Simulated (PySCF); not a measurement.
**[Re(BH4)4]+: forces at shaken geometries**

Aim: move all atoms of relaxed [Re(BH4)4]+ at random and read energies and forces. It is a constructed species; whether it can be made isn't addressed.

Program: PySCF 2.14.0. Level of theory: r2SCAN, Re def2-SVP with ECP60, B def2-SVP, H def2-SVP; scalar-relativistic core potentials, no spin–orbit coupling. These are calculated values, not measurements.

5 further runs of the same task are left out: 2 for a known fault of the program, 2 that didn't finish, 1 set aside as unsound or not needed.

### 1 The starting structure

21 atoms, charge 1, spin multiplicity 3.

Bond lengths: Re1–B2 2.312 Å, Re1–H4 1.815 Å, Re1–B7 2.312 Å, Re1–H9 1.815 Å, Re1–B12 2.129 Å, Re1–H14 1.897 Å, Re1–H15 2.042 Å, Re1–H16 2.042 Å, Re1–B17 2.129 Å, Re1–H19 1.897 Å, Re1–H20 2.042 Å, Re1–H21 2.042 Å, B2–H3 1.223 Å, B2–H4 1.321 Å, B2–H5 1.220 Å, B2–H6 1.220 Å, B7–H8 1.223 Å, B7–H9 1.321 Å and more. Angles: B2–Re1–H4 34.7°, B2–Re1–B7 123.3°, B2–Re1–H9 88.5°, B2–Re1–B12 105.2°, B2–Re1–H14 88.0°, B2–Re1–H15 140.4°, B2–Re1–H16 81.6°, B2–Re1–B17 105.2°, B2–Re1–H19 88.0°, B2–Re1–H20 81.6°, B2–Re1–H21 140.4°, H4–Re1–B7 88.5°, H4–Re1–H9 53.8°, H4–Re1–B12 119.4°, H4–Re1–H14 86.3°, H4–Re1–H15 145.2°, H4–Re1–H16 110.5°, H4–Re1–B17 119.4° and more.

As a file:

```xyz
21
B4H16Re
Re    0.0000    0.0000   -0.0531
B     1.4388    1.4388    1.0451
H     1.6505    1.6505    2.2304
H     0.5806    0.5806    1.5657
H     2.3868    0.8828    0.5162
H     0.8828    2.3868    0.5162
B    -1.4388   -1.4388    1.0451
H    -1.6505   -1.6505    2.2304
H    -0.5806   -0.5806    1.5657
H    -2.3868   -0.8828    0.5162
H    -0.8828   -2.3868    0.5162
B     1.2566   -1.2566   -1.2257
H     1.9494   -1.9494   -1.9164
H     1.3376   -1.3376    0.0839
H     0.0357   -1.5388   -1.3945
H     1.5388   -0.0357   -1.3945
B    -1.2566    1.2566   -1.2257
H    -1.9494    1.9494   -1.9164
H    -1.3376    1.3376    0.0839
H    -0.0357    1.5388   -1.3945
H    -1.5388    0.0357   -1.3945
```

Formal oxidation states: Re +5. An earlier session relaxed this geometry at r2SCAN, Re def2-SVP with ECP60, B def2-SVP, H def2-SVP (triplet, point group C2v).

Its energy there is -186.709502 Eh.

### 2 Atoms moved at random, σ = 0.1 Å

Input file run.py (the lines that set the calculation):

```python
mol = gto.M(atom='''
Re     0.06214     0.04695    -0.18968
B      1.42965     1.49632     1.11949
H      1.66838     1.62093     2.11871
H      0.54276     0.63242     1.48089
H      2.36962     0.98952     0.43548
H      0.85877     2.29565     0.76728
B     -1.40906    -1.33922     1.03778
H     -1.56059    -1.63764     2.11719
H     -0.52287    -0.64141     1.41036
H     -2.33898    -0.98371     0.45602
H     -0.87231    -2.41807     0.71741
B      1.27565    -1.31709    -1.21130
H      2.00675    -1.80002    -1.96061
H      1.34650    -1.34268     0.24590
H      0.01252    -1.66697    -1.34128
H      1.64764     0.08949    -1.47836
B     -1.31398     1.18843    -1.14506
H     -2.14541     1.82284    -1.91268
H     -1.46693     1.43063     0.23914
H      0.03131     1.51313    -1.39639
H     -1.62157     0.02048    -1.51047''',
    basis={'Re': 'def2-SVP', 'B': 'def2-SVP', 'H': 'def2-SVP'},
    ecp={'Re': 'def2-SVP'},
    charge=1, spin=2)
mf = dft.UKS(mol, xc='R2SCAN')
mf.grids.atom_grid = (50, 194)
mf = mf.density_fit()  # fitting sets: Re def2-universal-JKFIT, B def2-universal-JKFIT, H def2-universal-JKFIT
mf.conv_tol = 1e-08; mf.max_cycle = 55
mf.kernel(dm0)  # dm0: the density of the relaxed state
```

Started as:

```sh
$ OMP_NUM_THREADS=4 python run.py
```

### 3 Atoms moved at random, σ = 0.15 Å

Input file run.py (the lines that set the calculation):

```python
mol = gto.M(atom='''
Re     0.02320     0.01436    -0.13760
B      1.51404     1.47985     1.19106
H      1.70486     1.83664     2.25183
H      0.76920     0.40511     1.63424
H      2.43686     0.79161     0.64077
H      0.76059     2.39688     0.44528
B     -1.10541    -1.35811     0.79325
H     -1.61620    -1.85292     2.46187
H     -0.71401    -0.79671     1.64424
H     -2.48830    -0.56243     0.55018
H     -0.97937    -2.49897     0.30714
B      1.00512    -1.23069    -1.50661
H      1.88129    -2.18387    -1.80024
H      1.15221    -1.15398     0.30603
H      0.19586    -1.63601    -1.17277
H      1.60460     0.17646    -1.21893
B     -1.31338     1.39404    -1.26736
H     -1.73580     1.79134    -2.31110
H     -1.26840     1.36290    -0.08086
H     -0.41765     1.60860    -1.62628
H     -1.40931     0.01589    -1.10431''',
    basis={'Re': 'def2-SVP', 'B': 'def2-SVP', 'H': 'def2-SVP'},
    ecp={'Re': 'def2-SVP'},
    charge=1, spin=2)
mf = dft.UKS(mol, xc='R2SCAN')
mf.grids.atom_grid = (50, 194)
mf = mf.density_fit()  # fitting sets: Re def2-universal-JKFIT, B def2-universal-JKFIT, H def2-universal-JKFIT
mf.conv_tol = 1e-08; mf.max_cycle = 55
mf.kernel(dm0)  # dm0: the density of the relaxed state
```

### 4 Atoms moved at random, σ = 0.06 Å

Input file run.py (the lines that set the calculation):

```python
mol = gto.M(atom='''
Re     0.01463     0.05453    -0.04275
B      1.39339     1.50056     1.05850
H      1.63325     1.68560     2.35884
H      0.59511     0.54574     1.60907
H      2.35924     0.80197     0.50110
H      0.82118     2.28288     0.41306
B     -1.45163    -1.36896     1.09056
H     -1.58580    -1.65378     2.19398
H     -0.55328    -0.56678     1.50840
H     -2.31756    -0.90861     0.47364
H     -0.91096    -2.44206     0.60076
B      1.20071    -1.28270    -1.30304
H      1.98368    -1.88717    -1.97204
H      1.31400    -1.35218     0.21485
H      0.08899    -1.58057    -1.36382
H      1.61108     0.08010    -1.32722
B     -1.28574     1.28819    -1.26884
H     -1.99741     1.91978    -1.88922
H     -1.29537     1.23565     0.10358
H     -0.04268     1.58864    -1.49614
H     -1.57482     0.05916    -1.46346''',
    basis={'Re': 'def2-SVP', 'B': 'def2-SVP', 'H': 'def2-SVP'},
    ecp={'Re': 'def2-SVP'},
    charge=1, spin=2)
mf = dft.UKS(mol, xc='R2SCAN')
mf.grids.atom_grid = (50, 194)
mf = mf.density_fit()  # fitting sets: Re def2-universal-JKFIT, B def2-universal-JKFIT, H def2-universal-JKFIT
mf.conv_tol = 1e-08; mf.max_cycle = 55
mf.kernel(dm0)  # dm0: the density of the relaxed state
```

Q: Predict the outcome of this session. Wanted: for each run, σ; energy rise; harmonic estimate −½ F·u; largest force component.

**Answer**, as computed:

| σ (Å) | energy rise (eV) | harmonic estimate −½ F·u (eV) | largest force component (eV/Å) |
| --- | --- | --- | --- |
| 0.1 | 2.687 | 2.684 | 6.20 |
| 0.15 | 8.477 | 6.838 | 13.51 |
| 0.06 | 1.172 | 1.119 | 2.39 |

Every displacement raises the energy. For a harmonic well the rise equals −½ F·u; the two differ by at most 19 % here (a move with σ = 0.15 Å), from anharmonicity, the grid and the small forces left at the relaxed point. The bases are small and lack diffuse functions. Spin–orbit coupling is left out for this open shell, where it can reorder the states. Open shells may have lower solutions than the one found.
